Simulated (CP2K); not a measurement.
# CH4OSSn (SMILES C[S][Sn][OH]), run twice

Aim: energy and forces of CH4OSSn at GFN2-xTB.

Program for the calculation: CP2K 2026.2.

4 further runs of the same task are left out: 4 set aside as unsound or not needed.

**1. The structure to begin with**

CH4OSSn has 8 atoms, charge 0, and is taken as a singlet. SMILES: `C[S][Sn][OH]`. The shape is that of a PBE0-D4/def2-TZVP optimisation. This is one conformer, not always the lowest.

Bond lengths: C1–S2 1.814 Å, S2–Sn3 2.440 Å, Sn3–O4 1.980 Å, C1–H5 1.091 Å, C1–H6 1.090 Å, C1–H7 1.091 Å, O4–H8 0.961 Å. Angles: C1–S2–Sn3 105.4°, S2–Sn3–O4 98.8°, S2–C1–H5 111.4°, S2–C1–H6 107.3°, S2–C1–H7 111.4°, Sn3–O4–H8 117.2°, H5–C1–H6 108.2°, H5–C1–H7 110.1°, H6–C1–H7 108.2°.

**2. The input as first written**

The input, mol.inp:

```
&GLOBAL
    PROJECT mol
    RUN_TYPE ENERGY_FORCE
    PRINT_LEVEL MEDIUM
&END GLOBAL
&FORCE_EVAL
    METHOD QUICKSTEP
    &DFT
        &QS
            METHOD XTB
            EPS_DEFAULT 1.0E-10
            &XTB
                GFN_TYPE TBLITE
                &TBLITE
                    METHOD GFN2
                &END TBLITE
                CHECK_ATOMIC_CHARGES F
            &END XTB
        &END QS
        ! no periodic images
        &POISSON
            PERIODIC NONE
            POISSON_SOLVER ANALYTIC
        &END POISSON
        &SCF
            SCF_GUESS ATOMIC
            EPS_SCF 1.0E-07
            MAX_SCF 65
            ADDED_MOS 2
            &DIAGONALIZATION
                ALGORITHM STANDARD
            &END DIAGONALIZATION
            &MIXING
                METHOD DIRECT_P_MIXING
                ALPHA 0.4
            &END MIXING
            &SMEAR ON
                METHOD FERMI_DIRAC
                ELECTRONIC_TEMPERATURE [K] 300
            &END SMEAR
        &END SCF
        ! extra output
        &PRINT
            &MOMENTS
                PERIODIC F
                REFERENCE COM
                MAX_MOMENT 1
            &END MOMENTS
            &MO ON
                ENERGIES T
                OCCUPATION_NUMBERS T
                NDIGITS 6
                &EACH
                    QS_SCF 0
                &END EACH
                ADD_LAST NUMERIC
            &END MO
            &HIRSHFELD OFF
            &END HIRSHFELD
        &END PRINT
    &END DFT
    &SUBSYS
        ! box in angstrom
        &CELL
            ABC 13.6 14 13.9
            PERIODIC NONE
        &END CELL
        &COORD
            C     -0.761371     1.527655     1.154623
            S     -2.889202     0.303490    -1.237393
            Sn    -0.530824    -3.021294    -3.393759
            O      2.668860    -2.797740    -1.465672
            H     -0.232625     0.067085     2.509367
            H     -1.766705     3.012601     2.167705
            H      0.926344     2.353276     0.307269
            H      2.759756    -1.552788    -0.147588
        &END COORD
        &TOPOLOGY
            &CENTER_COORDINATES
            &END CENTER_COORDINATES
        &END TOPOLOGY
    &END SUBSYS
    ! extra output
    &PRINT
        &FORCES ON
        &END FORCES
    &END PRINT
&END FORCE_EVAL
```

Command:

```
$ OMP_NUM_THREADS=1 cp2k.psmp -i mol.inp -o mol.out
```

Log:

```text
CP2K| version string:                                       CP2K version 2026.2
 CP2K| Input file name                                                   mol.inp

 GLOBAL| Basis set file name                                           BASIS_SET
 GLOBAL| Potential file name                                           POTENTIAL
 GLOBAL| Coordinate file name                                      __STD_INPUT__
 GLOBAL| Method name                                                        CP2K
 GLOBAL| Project name                                                        mol
 GLOBAL| Run type                                                   ENERGY_FORCE
 GLOBAL| FFT library                                                       FFTW3
 GLOBAL| Diagonalization library                                       ScaLAPACK
 GLOBAL| Global print level                                               MEDIUM
 GLOBAL| Total number of message passing processes                             1
 GLOBAL| Number of threads for this process                                    1
 GLOBAL| CPU model name                          Intel(R) Xeon(R) Platinum 8488C

[... 48 lines left out ...]
 xTB| tblite SCC mixer min weight:                                     1.000E+00
 xTB| tblite SCC mixer max weight:                                     1.000E+05
 xTB| tblite SCC mixer weight factor:                                  1.000E-02
[... 149 lines left out ...]
  Step     Update method      Time    Convergence         Total energy    Change
[... 67 lines left out ...]
  Leaving inner SCF loop after reaching    65 steps.

  Core Hamiltonian energy:                                    -12.87924702671576
  Repulsive potential energy:                                   0.00001243096617
  Electrostatic energy:                                         0.23746059230699
  Self-consistent dispersion energy:                           -0.00421408073616
  Non-self consistent dispersion energy:                        0.00003860821376
  Correction for halogen bonding:                               0.00000000000000
  Electronic entropic energy:                                  -0.00317637997542
  Fermi energy:                                                -0.35463014378096

  Total energy:                                               -12.64912585594041
  Total energy (extrapolated to T->0):                        -12.64753766595270

 *******************************************************************************
 *   ___                                                                       *
 *  /   \                                                                      *
 * [ABORT]                                                                     *
 *  \___/     SCF run NOT converged. To continue the calculation regardless,   *
 *    |             please set the keyword IGNORE_CONVERGENCE_FAILURE.         *
 *  O/|                                                                        *
 * /| |                                                                        *
 * / \                                                            qs_scf.F:702 *
 *******************************************************************************

 ===== Routine Calling Stack =====

            4 scf_env_do_scf
            3 qs_energies
            2 qs_forces
            1 CP2K
```

Run time: 1.2 s. Hardware: 1 thread of Intel Xeon Platinum 8488C (Sapphire Rapids), shared host; peak memory 0.18 GiB.

**3. What went wrong**

The iterations ended before the threshold was met.

The telling line is `\___/     SCF run NOT converged. To continue the calculation regardless,`. What is wrong: numbers in bohr are read as ångström, which stretches the molecule by 1.89. As the program read them, the closest atoms are 1.82 Å apart, against 0.96 Å in the sound input.

**4. Second attempt**

The input, run.inp:

```
&GLOBAL
    PROJECT run
    RUN_TYPE ENERGY_FORCE
    PRINT_LEVEL MEDIUM
&END GLOBAL

&FORCE_EVAL
    METHOD QUICKSTEP
    &DFT
        CHARGE 0
        MULTIPLICITY 1
        &QS
            METHOD XTB
            EPS_DEFAULT 1.0E-10
            &XTB
                GFN_TYPE TBLITE
                &TBLITE
                    METHOD GFN2
                &END TBLITE
                CHECK_ATOMIC_CHARGES F
            &END XTB
        &END QS
        &POISSON
            PERIODIC NONE
            POISSON_SOLVER ANALYTIC
        &END POISSON
        &SCF
            SCF_GUESS ATOMIC
            EPS_SCF 1.0E-07
            MAX_SCF 150
            ADDED_MOS 2
            &DIAGONALIZATION
                ALGORITHM STANDARD
            &END DIAGONALIZATION
            &MIXING
                METHOD DIRECT_P_MIXING
                ALPHA 0.4
            &END MIXING
            &SMEAR ON
                METHOD FERMI_DIRAC
                ELECTRONIC_TEMPERATURE [K] 300
            &END SMEAR
        &END SCF
        &PRINT
            &MOMENTS
                PERIODIC F
                REFERENCE COM
                MAX_MOMENT 1
            &END MOMENTS
            &MO ON
                ENERGIES T
                OCCUPATION_NUMBERS T
                NDIGITS 6
                &EACH
                    QS_SCF 0
                &END EACH
                ADD_LAST NUMERIC
            &END MO
            &HIRSHFELD OFF
            &END HIRSHFELD
        &END PRINT
    &END DFT
    &SUBSYS
        &CELL
            ABC [angstrom] 11 11.2 11.1
            PERIODIC NONE
        &END CELL
        &COORD
            C     -0.402900     0.808400     0.611000
            S     -1.528900     0.160600    -0.654800
            Sn    -0.280900    -1.598800    -1.795900
            O      1.412300    -1.480500    -0.775600
            H     -0.123100     0.035500     1.327900
            H     -0.934900     1.594200     1.147100
            H      0.490200     1.245300     0.162600
            H      1.460400    -0.821700    -0.078100
        &END COORD
        &TOPOLOGY
            &CENTER_COORDINATES
            &END CENTER_COORDINATES
        &END TOPOLOGY
    &END SUBSYS
    &PRINT
        &FORCES ON
        &END FORCES
    &END PRINT
&END FORCE_EVAL
```

Command:

```
$ OMP_NUM_THREADS=1 cp2k.psmp -i run.inp > run.out 2>&1
```

Log:

```text
CP2K| version string:                                       CP2K version 2026.2
[...]
 GLOBAL| Method name                                                        CP2K
[...]
 GLOBAL| Run type                                                   ENERGY_FORCE
[...]
                             - Atoms:                                          8
[...]
                             - Spherical basis functions:                     30
[...]
 Number of electrons:                                                         24
[...]
  *** SCF run converged in    49 steps ***
[...]
  Fermi energy:                                                -0.28572857391873
[...]
 TB_DIPOLE| Moment [Debye]          0.19322157      -0.27624334      -0.18178321
 TB_DIPOLE| Derivative [a.u.]       0.00000000       0.00000000       0.00000000
[...]
 ENERGY| Total FORCE_EVAL ( QS ) energy [hartree]            -13.666470291830294
 FORCES| Atomic forces [hartree/bohr]
 FORCES|   Atom     x               y               z               |f|
 FORCES|      1  5.54126295E-03  7.07978398E-03  1.02585933E-02   1.36406624E-02
 FORCES|      2 -3.47481551E-03  1.71859182E-03 -9.08678683E-05   3.87764847E-03
 FORCES|      3 -1.01898409E-02 -8.58891406E-03 -1.42081596E-02   1.94800950E-02
 FORCES|      4  6.20180810E-03  7.01510413E-03  1.04459107E-02   1.40282272E-02
 FORCES|      5 -1.62509387E-03  7.32858805E-05 -2.50617148E-03   2.98784143E-03
 FORCES|      6 -2.29934272E-04 -2.06641217E-03 -2.29092439E-03   3.09374588E-03
 FORCES|      7 -2.40011221E-03 -1.46339371E-03 -1.03634844E-03   2.99601032E-03
 FORCES|      8  6.17672572E-03 -3.76804587E-03 -5.72032150E-04   7.25791507E-03
 FORCES| Sum    -2.34187669E-17 -4.64038530E-17  7.52436308E-17
 FORCES| Total atomic force                                       9.14514089E-17
[...]
```

It took 1.2 s on 1 thread of Intel Xeon Platinum 8488C (Sapphire Rapids), shared host; peak memory 0.19 GiB.

**5. Outcome**

At GFN2-xTB:

| quantity | value |
| --- | --- |
| total energy | -13.66647 Eh |
| dipole moment (from atomic charges alone) | 0.38 D |
| HOMO energy | -10.01 eV |
| LUMO energy | -6.88 eV |
| HOMO–LUMO gap | 3.13 eV |
| largest force on an atom | 1.002 eV/Å |

The dipole comes from point charges on the atoms alone, without atomic dipoles, so it is partial. The largest force is 1.00 eV/Å: the shape isn't a stationary point for this species at this level.
